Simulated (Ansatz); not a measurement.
# Al2InN3: the cost of one run

Computed with Ansatz 0.2.0 (DFT PBE, scalar-relativistic, plane waves, PAW, unless a step's input says otherwise).

**1. The system as given**

It takes space group Cmc2_1 (No. 36, orthorhombic). The conventional cell has a = 9.760 Å, b = 5.611 Å, c = 5.199 Å, α = 90.00°, β = 90.00°, γ = 90.00°. Around Al (site symmetry 1) lie 4 N at 1.89 to 1.90 Å. In (site symmetry m) is surrounded by 4 N at 2.16 to 2.19 Å. N (site symmetry 1) is surrounded by 3 Al at 1.89 to 1.90 Å and 1 In at 2.16 Å. Around N (site symmetry m) lie 2 Al at 1.89 Å and 2 In at 2.17 to 2.19 Å.

As a file:

```cif
data_structure
_symmetry_space_group_name_H-M 'Cmc2_1'
_symmetry_Int_Tables_number 36
_cell_length_a 9.7600
_cell_length_b 5.6110
_cell_length_c 5.1995
_cell_angle_alpha 90.000
_cell_angle_beta 90.000
_cell_angle_gamma 90.000
_cell_volume 284.74
loop_
_atom_site_label
_atom_site_type_symbol
_atom_site_symmetry_multiplicity
_atom_site_Wyckoff_symbol
_atom_site_fract_x
_atom_site_fract_y
_atom_site_fract_z
_atom_site_occupancy
Al1 Al 8 b 0.67172 0.66318 0.49163 1
In1 In 4 a 0.00000 0.67808 0.48638 1
N1 N 8 b 0.68528 0.64830 0.85580 1
N2 N 4 a 0.00000 0.70191 0.90676 1
```

(A quick probe on a coarse mesh, which set the mesh and smearing, is not shown.)

**3. Rough relaxation on the coarse mesh**

Contents of input.yaml:

```yaml
crystal:
  lattice:
    - [4.8800190524, -2.8055151375, 0.0]
    - [4.8800190524, 2.8055151375, 0.0]
    - [0.0, 0.0, 5.1994618]
  atoms:
    - { symbol: Al, position: [0.00854286, 0.33490025, 0.99162672] }
    - { symbol: Al, position: [0.66509975, 0.99145714, 0.99162672] }
    - { symbol: Al, position: [0.99145714, 0.66509975, 0.49162672] }
    - { symbol: Al, position: [0.33490025, 0.00854286, 0.49162672] }
    - { symbol: In, position: [0.32191553, 0.67808447, 0.98638376] }
    - { symbol: In, position: [0.67808447, 0.32191553, 0.48638376] }
    - { symbol: "N", position: [0.03698256, 0.33358057, 0.35579997] }
    - { symbol: "N", position: [0.66641943, 0.96301744, 0.35579997] }
    - { symbol: "N", position: [0.96301744, 0.66641943, 0.85579997] }
    - { symbol: "N", position: [0.33358057, 0.03698256, 0.85579997] }
    - { symbol: "N", position: [0.29809134, 0.70190866, 0.40676283] }
    - { symbol: "N", position: [0.70190866, 0.29809134, 0.90676283] }
basis:
  ecutwfc: 420
kpoints:
  mp_grid: { grid: [4, 4, 4] }
hamiltonian:
  xc: pbe
scf:
  occupations: { method: gaussian, width: 0.1 }
  lower_state_search: "off"
output:
  forces: true
  stress: true
  eigenvalues: true
relax:
  adjacent_minimum: "off"
  f_tol: 0.04
  max_steps: 70
  cell: { stress_tol: 0.4 }
```

The run is started by

```bash
> ansatz run input.yaml --threads 1 --pin off --max-ram 2560MiB --backend cpu --events-out ev --progress --plain --runs-dir out
```

**Question.** How long does this run take on 1 thread of Arm Neoverse V2, shared host, and how much memory does it need?

About 47 s, with a peak of 0.41 GiB.
